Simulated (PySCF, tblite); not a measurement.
# C2H14BN3Si2: geometry, infrared bands and NMR shifts

Aim: predict the infrared bands and NMR shifts of C2H14BN3Si2 (`CCNB(N)[SiH2]N[SiH3]`).

Programs: tblite 0.8.0 and PySCF 2.14.0, with density-fitted response routines of our own. Each step states its level of theory. These are calculated values for one molecule in the gas phase, unless marked as measured. Atoms are numbered from 0 throughout.

### 1 The molecule as given

22 atoms, charge 0, multiplicity 1; geometry from: force field or distance geometry start.

Bonds of the start (Å): C0–C1 1.53, C1–N2 1.47, N2–B3 1.54, B3–N4 1.51, B3–Si5 1.94, Si5–N6 1.79, N6–Si7 1.80, C0–H8 1.11, C0–H9 1.12, C0–H10 1.10, C1–H11 1.10, C1–H12 1.12, N2–H13 1.05, N4–H14 1.05, N4–H15 1.04, Si5–H16 1.46, Si5–H17 1.47, N6–H18 1.04, Si7–H19 1.47, Si7–H20 1.48, Si7–H21 1.47.

### 2 Optimising the geometry with GFN2-xTB

Job settings and geometry (Å):

```
{"job": {"kind": "relax", "xc": "GFN2-xTB", "basis": "xTB"}, "charge": 0, "multiplicity": 1}
C     -2.195100    -0.507200     1.993100
C     -1.722400     0.295000     0.778900
N     -1.066000    -0.613100    -0.170700
B     -0.411700     0.201500    -1.301400
N     -1.247000     1.097400    -2.181500
Si     1.496400     0.012900    -1.601600
N      2.206800    -1.182100    -0.470400
Si     2.504900    -0.366100     1.107000
H     -2.669200     0.178400     2.730700
H     -2.958500    -1.260800     1.682400
H     -1.351100    -1.021800     2.478300
H     -2.590900     0.804200     0.323600
H     -1.001200     1.059600     1.161000
H     -1.810900    -1.199900    -0.623200
H     -0.845700     2.068700    -2.116900
H     -1.109900     0.776200    -3.160000
H      1.702300    -0.455700    -2.973400
H      2.159100     1.315900    -1.454500
H      3.144000    -1.436600    -0.841400
H      3.351500     0.816900     0.911400
H      1.218800     0.030700     1.717000
H      3.185300    -1.299300     2.010500
```

Launch:

```console
> OMP_NUM_THREADS=1 python probes_run.py task.json out
```

This one command runs all jobs of the session in turn.

**Question.** This job is followed by: GFN2-xTB harmonic vibrations, gas phase; GIAO PBE0/pcSseg-1 NMR shielding, non-relativistic, gas phase. What will the session give for the following? strongest single infrared mode (GFN2-xTB); zero-point energy (GFN2-xTB); ¹³C shifts against TMS (PBE0/pcSseg-1); ¹H shifts against TMS (PBE0/pcSseg-1, means over atoms taken as alike); ¹⁵N shifts against NH3 (PBE0/pcSseg-1); ¹¹B shifts against BF3·OEt2 (PBE0/pcSseg-1); ²⁹Si shifts against TMS (PBE0/pcSseg-1).

The runs gave:

| quantity | value |
| --- | --- |
| strongest single infrared mode (GFN2-xTB) | 2029 cm⁻¹, 544 km/mol |
| zero-point energy (GFN2-xTB) | 105.3 kcal/mol |
| ¹³C shifts against TMS (PBE0/pcSseg-1) | 39.1, 22.1 ppm |
| ¹H shifts against TMS (PBE0/pcSseg-1, means over atoms taken as alike) | 4.97, 4.81, 3.16, 3.16, 2.81, 1.15, -1.10 ppm |
| ¹⁵N shifts against NH3 (PBE0/pcSseg-1) | 113.4, 75.7, -16.4 ppm |
| ¹¹B shifts against BF3·OEt2 (PBE0/pcSseg-1) | 23.9 ppm |
| ²⁹Si shifts against TMS (PBE0/pcSseg-1) | -50.0, -57.0 ppm |

**Reading.** Relaxing lowered the energy by 2.418 eV in 256 steps; the close pair that moved most is N2–B3, from 1.540 to 1.406 Å. All 60 modes are real, so the xTB geometry is a minimum. The strongest single mode, at 2029 cm⁻¹, moves mainly H17. GFN2-xTB is a fitted tight-binding method: band positions and strengths are rough. Its intensities can rank the bands wrongly. At PBE0/pcSseg-1: The largest span, 141 ppm, is at Si5, where the paramagnetic term is -482 ppm.
